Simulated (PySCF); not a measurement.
# CH2ClF3Si: electronic excitations and core binding energies

Wanted: the electronic excitations and core binding energies of CH2ClF3Si (`F[SiH2]C(F)(F)Cl`), by calculation.

The runs use PySCF 2.14.0, with density-fitted response routines of our own; the level of theory stands in each step. All values are computed, except where a source is named. Atoms are numbered from 0 throughout.

## (1) The starting structure

8 atoms, charge 0, multiplicity 1; geometry from: GFN2-xTB.

Bonds of the start (Å): F0–Si1 1.60, Si1–C2 1.95, C2–F3 1.35, C2–F4 1.35, C2–Cl5 1.79, Si1–H6 1.45, Si1–H7 1.45.

## (2) TDDFT and polarisability: wB97X-D/def2-SVPD

What the job is given:

```
{"job": {"kind": "uv", "xc": "wB97X-D", "basis": "def2-SVPD", "nstates": 8, "ntriplets": 3}, "charge": 0, "multiplicity": 1}
F      1.185347     1.267629    -1.093179
Si     1.015456     0.148657     0.033790
C     -0.882098    -0.282079     0.013077
F     -1.276588    -0.848690    -1.146818
F     -1.200341    -1.182821     0.971467
Cl    -1.879473     1.178639     0.286067
H      1.301976     0.752768     1.317571
H      1.744780    -1.024691    -0.406539
```

Method: TDDFT wB97X-D/def2-SVPD, vertical, gas phase, core orbitals frozen in the response.

Launch:

```
$ OMP_NUM_THREADS=1 python probes_run.py task.json out
```

This one command runs all jobs of the session in turn.

The program printed:

```text
coarse grid: 8832 points
cycle   1  E = -1087.6909827034  dE =  6.672e-01  |g| = 9.350e-01  |ddm| = 3.215e+00
cycle   2  E = -1087.6260035749  dE =  6.498e-02  |g| = 1.196e+00  |ddm| = 1.798e+00
cycle   3  E = -1087.8716036233  dE = -2.456e-01  |g| = 4.756e-02  |ddm| = 8.926e-01
cycle   4  E = -1087.8721012247  dE = -4.976e-04  |g| = 2.535e-02  |ddm| = 1.201e-01
cycle   5  E = -1087.8722469644  dE = -1.457e-04  |g| = 8.021e-03  |ddm| = 4.536e-02
cycle   6  E = -1087.8722641872  dE = -1.722e-05  |g| = 1.759e-03  |ddm| = 1.656e-02
cycle   7  E = -1087.8722653141  dE = -1.127e-06  |g| = 1.096e-03  |ddm| = 4.488e-03
final grid: 80440 points
cycle   8  E = -1088.0030863253  dE = -9.284e-05  |g| = 8.033e-03  |ddm| = 1.056e-01
cycle   9  E = -1088.0030866052  dE = -2.799e-07  |g| = 8.921e-03  |ddm| = 1.854e-02
cycle  10  E = -1088.0030981770  dE = -1.157e-05  |g| = 5.731e-04  |ddm| = 5.083e-03
cycle  11  E = -1088.0030982699  dE = -9.290e-08  |g| = 3.195e-04  |ddm| = 1.765e-03
cycle  12  E = -1088.0030982949  dE = -2.494e-08  |g| = 6.979e-05  |ddm| = 5.105e-04
cycle  13  E = -1088.0030982962  dE = -1.386e-09  |g| = 1.951e-05  |ddm| = 1.242e-04
cycle  14  E = -1088.0030982964  dE = -1.473e-10  |g| = 4.539e-06  |ddm| = 4.497e-05
converged SCF energy = -1088.0030982964

Static polarisability (au): isotropic 53.447, principal 47.180 50.860 62.299

Singlet excitations
state   eV       nm        f      main configurations
  1   7.3878    167.8   0.07397   H->L 0.73, H->L+1 0.11
  2   7.6898    161.2   0.00040   H-1->L 0.44, H-1->L+1 0.38
  3   7.7876    159.2   0.00325   H->L+1 0.54, H-2->L 0.20, H->L 0.13
  4   8.3643    148.2   0.04219   H-2->L 0.55, H->L+1 0.19, H-3->L 0.08
  5   8.5179    145.6   0.01272   H-3->L 0.48, H-1->L+1 0.15, H-1->L 0.14
  6   8.8229    140.5   0.03323   H-1->L 0.30, H-1->L+1 0.28, H-3->L 0.21
  7   8.9584    138.4   0.00284   H->L+2 0.52, H-3->L 0.11, H-2->L 0.10
  8   9.1402    135.6   0.07812   H-2->L+1 0.46, H->L+2 0.21

Triplet excitations (Tamm-Dancoff, eV): 6.5722 6.9708 7.2415
```

It took 34 s on 1 thread of Arm Neoverse N1, shared host; peak memory 0.68 GiB.

Frontier orbitals and where they lie:

```csv
orbital,eV,atoms
HOMO−3,-12.77,"Si1 31 %, H7 20 %, F0 20 %"
HOMO−2,-12.05,"Cl5 47 %, F3 13 %, F4 12 %"
HOMO−1,-11.60,"Cl5 83 %, C2 5 %, F3 5 %"
HOMO,-11.12,"Cl5 50 %, C2 18 %, Si1 13 %"
LUMO,0.97,"Si1 36 %, Cl5 15 %, C2 13 %"
LUMO+1,1.67,"Cl5 33 %, Si1 22 %, C2 17 %"
LUMO+2,2.07,"Si1 36 %, Cl5 18 %, H7 14 %"
```

With each of the 8 states as a Gaussian band of 0.4 eV half-width at 1/e, the curve within the window shown has maxima at 167 nm (ε 3,100), 137 nm (ε 4,300) L/(mol cm). Beyond the last state computed it falls off for lack of states. The curve at chosen wavelengths:

```json
{"nm": "131", "ε (L/mol/cm)": "1957"}
{"nm": "133", "ε (L/mol/cm)": "3106"}
{"nm": "135", "ε (L/mol/cm)": "3972"}
{"nm": "137", "ε (L/mol/cm)": "4280"}
{"nm": "139", "ε (L/mol/cm)": "4101"}
{"nm": "141", "ε (L/mol/cm)": "3722"}
{"nm": "143", "ε (L/mol/cm)": "3373"}
{"nm": "145", "ε (L/mol/cm)": "3093"}
{"nm": "147", "ε (L/mol/cm)": "2791"}
{"nm": "149", "ε (L/mol/cm)": "2390"}
{"nm": "151", "ε (L/mol/cm)": "1916"}
{"nm": "153", "ε (L/mol/cm)": "1485"}
{"nm": "155", "ε (L/mol/cm)": "1231"}
{"nm": "158", "ε (L/mol/cm)": "1342"}
{"nm": "160", "ε (L/mol/cm)": "1722"}
{"nm": "162", "ε (L/mol/cm)": "2226"}
{"nm": "164", "ε (L/mol/cm)": "2701"}
{"nm": "166", "ε (L/mol/cm)": "3002"}
{"nm": "168", "ε (L/mol/cm)": "3041"}
{"nm": "170", "ε (L/mol/cm)": "2813"}
{"nm": "172", "ε (L/mol/cm)": "2389"}
{"nm": "174", "ε (L/mol/cm)": "1870"}
{"nm": "176", "ε (L/mol/cm)": "1357"}
{"nm": "178", "ε (L/mol/cm)": "917"}
{"nm": "180", "ε (L/mol/cm)": "581"}
{"nm": "182", "ε (L/mol/cm)": "345"}
```

Ground-state properties from the same run:

```csv
property,computed
dipole moment (D),2.39
polarisability (Å³),7.92
HOMO–LUMO gap (eV),12.09
−ε(HOMO) (eV),11.12
```

## (3) Core-electron binding energies: SCAN, X2C

The job, as its differences from that of step 2:

```diff
@@ -1,2 +1,2 @@
-{"job": {"kind": "uv", "xc": "wB97X-D", "basis": "def2-SVPD", "nstates": 8, "ntriplets": 3}, "charge": 0, "multiplicity": 1}
+{"job": {"kind": "xps"}, "charge": 0, "multiplicity": 1}
 F      1.185347     1.267629    -1.093179
```

With the program's defaults for keys left out, this is: delta-SCF UKS SCAN, pcX-2 on the ionised atom, pcseg-1 elsewhere, spin-free X2C.

The program printed:

```text
ground state, core basis on atom 0 (F), 133 functions
  cycle   1  E = -1090.45290869  |g| = 8.91e-01
  cycle   2  E = -1090.03979327  |g| = 1.83e+00
  cycle   3  E = -1090.58158989  |g| = 9.42e-02
  cycle   4  E = -1090.58258092  |g| = 7.60e-02
  cycle   5  E = -1090.58336808  |g| = 1.58e-02
  cycle   6  E = -1090.58341525  |g| = 6.51e-03
  cycle   7  E = -1090.58342587  |g| = 1.75e-03
  cycle   8  E = -1090.58342505  |g| = 8.90e-04
  cycle   9  E = -1090.58342538  |g| = 7.02e-05
  E(ground) = -1090.61117577 Eh
hole in F 1s of atom 0
  cycle   1  E = -1064.21596832  |g| = 2.58e+00
  cycle   2  E = -1064.21732052  |g| = 2.09e+00
  cycle   3  E = -1065.07601121  |g| = 3.09e-01
  cycle   4  E = -1065.07707382  |g| = 2.76e-01
  cycle   5  E = -1065.10257628  |g| = 4.24e-02
  cycle   6  E = -1065.10309293  |g| = 1.63e-02
  cycle   7  E = -1065.10320860  |g| = 5.22e-03
  cycle   8  E = -1065.10321839  |g| = 2.26e-03
  cycle   9  E = -1065.10321975  |g| = 5.03e-04
  cycle  10  E = -1065.10321770  |g| = 2.41e-04
  E(ion) = -1065.13734001 Eh   <S^2> = 0.7565   hole on atom = 1.000   binding energy = 693.178 eV
ground state, core basis on atom 1 (Si), 144 functions
  cycle   1  E = -1090.63916346  |g| = 3.05e-01
  cycle   2  E = -1090.63609157  |g| = 1.78e-01
  cycle   3  E = -1090.63656721  |g| = 1.65e-01
  cycle   4  E = -1090.64082424  |g| = 1.23e-02
  cycle   5  E = -1090.64084364  |g| = 4.13e-03
  cycle   6  E = -1090.64084825  |g| = 6.25e-04
  cycle   7  E = -1090.64084853  |g| = 2.67e-04
  E(ground) = -1090.62370934 Eh
hole in Si 1s of atom 1
  cycle   1  E = -1021.64465636  |g| = 4.35e+00
  cycle   2  E = -1020.07421455  |g| = 2.56e+00
  cycle   3  E = -1019.31078739  |g| = 1.74e+00
  cycle   4  E = -1022.52207066  |g| = 5.64e-01
  cycle   5  E = -1022.59692949  |g| = 4.54e-01
  cycle   6  E = -1022.68071993  |g| = 1.19e-01
  cycle   7  E = -1022.68566891  |g| = 4.05e-02
  cycle   8  E = -1022.68616883  |g| = 1.86e-02
  cycle   9  E = -1022.68631561  |g| = 3.26e-03
  cycle  10  E = -1022.68631791  |g| = 1.83e-03
  cycle  11  E = -1022.68631996  |g| = 6.02e-04
  cycle  12  E = -1022.68631998  |g| = 2.01e-04
  E(ion) = -1022.67856948 Eh   <S^2> = 0.7524   hole on atom = 1.000   binding energy = 1848.881 eV
hole in Si 2p of atom 1
  cycle   1  E = -1086.30452670  |g| = 1.23e+00
  cycle   2  E = -1085.42171492  |g| = 1.52e+00
  cycle   3  E = -1086.44142256  |g| = 4.96e-01
  cycle   4  E = -1086.60219330  |g| = 1.39e-01
  cycle   5  E = -1086.60459028  |g| = 1.24e-01
  cycle   6  E = -1086.61184826  |g| = 1.73e-02
  cycle   7  E = -1086.61191286  |g| = 1.22e-02
  cycle   8  E = -1086.61197119  |g| = 2.61e-03
  cycle   9  E = -1086.61197411  |g| = 6.90e-04
  cycle  10  E = -1086.61197501  |g| = 5.13e-04
  cycle  11  E = -1086.61197471  |g| = 1.19e-04
  E(ion) = -1086.60772051 Eh   <S^2> = 0.7516   hole on atom = 1.002   binding energy = 109.281 eV
  2p3/2 = 109.013 eV   2p1/2 = 109.640 eV
ground state, core basis on atom 2 (C), 133 functions
  cycle   1  E = -1090.54986521  |g| = 7.29e-02
  cycle   2  E = -1090.54938300  |g| = 7.06e-02
  cycle   3  E = -1090.55012531  |g| = 3.35e-02
  cycle   4  E = -1090.55032195  |g| = 4.46e-03
  cycle   5  E = -1090.55032527  |g| = 1.28e-03
  cycle   6  E = -1090.55032567  |g| = 4.36e-04
  E(ground) = -1090.57362747 Eh
hole in C 1s of atom 2
  cycle   1  E = -1079.07969077  |g| = 1.50e+00
  cycle   2  E = -1074.86031580  |g| = 3.20e+00
  cycle   3  E = -1079.41252966  |g| = 7.30e-01
  cycle   4  E = -1079.52778622  |g| = 5.71e-01
  cycle   5  E = -1079.63954023  |g| = 1.11e-01
  cycle   6  E = -1079.64348061  |g| = 3.13e-02
  cycle   7  E = -1079.64377457  |g| = 1.69e-02
  cycle   8  E = -1079.64386286  |g| = 7.50e-03
  cycle   9  E = -1079.64389222  |g| = 2.71e-03
  cycle  10  E = -1079.64389579  |g| = 1.99e-03
  cycle  11  E = -1079.64389870  |g| = 9.25e-04
  cycle  12  E = -1079.64389936  |g| = 2.28e-04
  E(ion) = -1079.66620913 Eh   <S^2> = 0.7810   hole on atom = 1.000   binding energy = 296.806 eV
ground state, core basis on atom 3 (F), 133 functions
  cycle   1  E = -1090.58266776  |g| = 1.18e-01
  cycle   2  E = -1090.58217813  |g| = 7.05e-02
  cycle   3  E = -1090.58217932  |g| = 7.11e-02
  cycle   4  E = -1090.58287284  |g| = 3.53e-03
  cycle   5  E = -1090.58287639  |g| = 1.04e-03
  cycle   6  E = -1090.58287874  |g| = 1.13e-04
  E(ground) = -1090.60915888 Eh
hole in F 1s of atom 3
  cycle   1  E = -1064.18269350  |g| = 2.58e+00
  cycle   2  E = -1063.73390019  |g| = 2.34e+00
  cycle   3  E = -1064.85479056  |g| = 6.80e-01
  cycle   4  E = -1064.95239508  |g| = 5.31e-01
  cycle   5  E = -1065.07861625  |g| = 5.16e-02
  cycle   6  E = -1065.07912651  |g| = 3.59e-02
  cycle   7  E = -1065.07963126  |g| = 1.04e-02
  cycle   8  E = -1065.07967325  |g| = 2.33e-03
  cycle   9  E = -1065.07967412  |g| = 1.08e-03
  cycle  10  E = -1065.07967382  |g| = 4.52e-04
  E(ion) = -1065.11154545 Eh   <S^2> = 0.7575   hole on atom = 1.000   binding energy = 693.825 eV
ground state, core basis on atom 5 (Cl), 144 functions
  cycle   1  E = -1090.72239343  |g| = 4.92e-01
  cycle   2  E = -1090.72009884  |g| = 1.54e-01
  cycle   3  E = -1090.71521186  |g| = 2.29e-01
  cycle   4  E = -1090.72370114  |g| = 1.27e-02
  cycle   5  E = -1090.72372143  |g| = 6.13e-03
  cycle   6  E = -1090.72372691  |g| = 1.14e-03
  cycle   7  E = -1090.72372658  |g| = 1.71e-04
  E(ground) = -1090.73368770 Eh
hole in Cl 1s of atom 5
  cycle   1  E = -985.50056881  |g| = 5.47e+00
  cycle   2  E = -985.84893732  |g| = 2.23e+00
  cycle   3  E = -986.24885012  |g| = 1.07e+00
  cycle   4  E = -986.67123438  |g| = 4.53e-01
  cycle   5  E = -986.73107528  |g| = 1.68e-01
  cycle   6  E = -986.73997876  |g| = 4.79e-02
  cycle   7  E = -986.74082029  |g| = 2.22e-02
  cycle   8  E = -986.74104658  |g| = 3.29e-03
  cycle   9  E = -986.74104963  |g| = 2.64e-03
  cycle  10  E = -986.74105196  |g| = 8.95e-04
  cycle  11  E = -986.74105172  |g| = 4.29e-04
  E(ion) = -986.75897741 Eh   <S^2> = 0.7528   hole on atom = 1.000   binding energy = 2829.296 eV
hole in Cl 2p of atom 5
  cycle   1  E = -1082.63559800  |g| = 1.70e+00
  cycle   2  E = -1082.50954596  |g| = 1.37e+00
  cycle   3  E = -1082.98928825  |g| = 5.15e-01
  cycle   4  E = -1083.08435912  |g| = 1.95e-01
  cycle   5  E = -1083.09468069  |g| = 6.11e-02
  cycle   6  E = -1083.09636702  |g| = 1.93e-02
  cycle   7  E = -1083.09652849  |g| = 6.58e-03
  cycle   8  E = -1083.09654447  |g| = 2.17e-03
  cycle   9  E = -1083.09654600  |g| = 7.70e-04
  cycle  10  E = -1083.09654686  |g| = 2.29e-04
  E(ion) = -1083.11487192 Eh   <S^2> = 0.7526   hole on atom = 1.001   binding energy = 207.319 eV
  2p3/2 = 206.720 eV   2p1/2 = 208.374 eV
```

Wall time 71 s (1 thread of Arm Neoverse N1, shared host); peak memory 0.44 GiB.

The holes in one table. −ε is the ground-state orbital energy:

```csv
hole,stands for,environment,ΔSCF (eV; 2p as the shell's mean),−ε (eV),⟨S²⟩
F1s on F0,F0,fluorine bonded to Si,693.18,667.1,0.757
Si1s on Si1,Si1,"silicon bonded to C, F, 2 H",1848.88,1795.3,0.752
Si2p on Si1,Si1,"silicon bonded to C, F, 2 H",109.22,98.0,0.752
C1s on C2,C2,fully substituted sp3 carbon bonded to Cl and 2 F and Si,296.81,279.8,0.781
F1s on F3,"F3, F4",fluorine of a CF2 group,693.83,668.0,0.758
Cl1s on Cl5,Cl5,chlorine bonded to C,2829.30,2764.2,0.753
Cl2p on Cl5,Cl5,chlorine bonded to C,207.27,194.0,0.753
```

Each hole run stands for the others of its class of like atoms.

With the spin-orbit splitting: Si1 2p3/2 109.01, 2p1/2 109.64 eV; Cl5 2p3/2 206.72, 2p1/2 208.37 eV. The table gives each 2p level as the mean over the whole 2p shell (two parts 2p3/2, one part 2p1/2), which differs a little from the single hole in the log.

## (4) What came out

| quantity | value |
| --- | --- |
| lowest singlet (wB97X-D/def2-SVPD) | 7.39 eV (168 nm), f = 0.074 |
| brightest single state of those computed | state 8, 9.14 eV, f = 0.078 |
| lowest triplet | 6.57 eV |
| F1s binding energies, SCAN/pcX-2 | F3 693.83, F0 693.18 eV |
| Si1s binding energies, SCAN/pcX-2 | Si1 1848.88 eV |
| Si2p binding energies, SCAN/pcX-2 | Si1 109.22 eV |
| C1s binding energies, SCAN/pcX-2 | C2 296.81 eV |
| Cl1s binding energies, SCAN/pcX-2 | Cl5 2829.30 eV |
| Cl2p binding energies, SCAN/pcX-2 | Cl5 207.27 eV |

**Reading.** The lowest singlet, at 7.39 eV, is HOMO→LUMO 0.73, HOMO→LUMO+1 0.11 and is bright; of the 8 states computed, the strongest absorption comes from state 8 at 9.14 eV (the last computed, so partners may be missing). The lowest triplet lies 0.82 eV below the lowest singlet (triplets in Tamm-Dancoff, singlets in full TDDFT). F3 (fluorine of a CF2 group) binds its F1s electron 0.65 eV more tightly than F0 (fluorine bonded to Si).
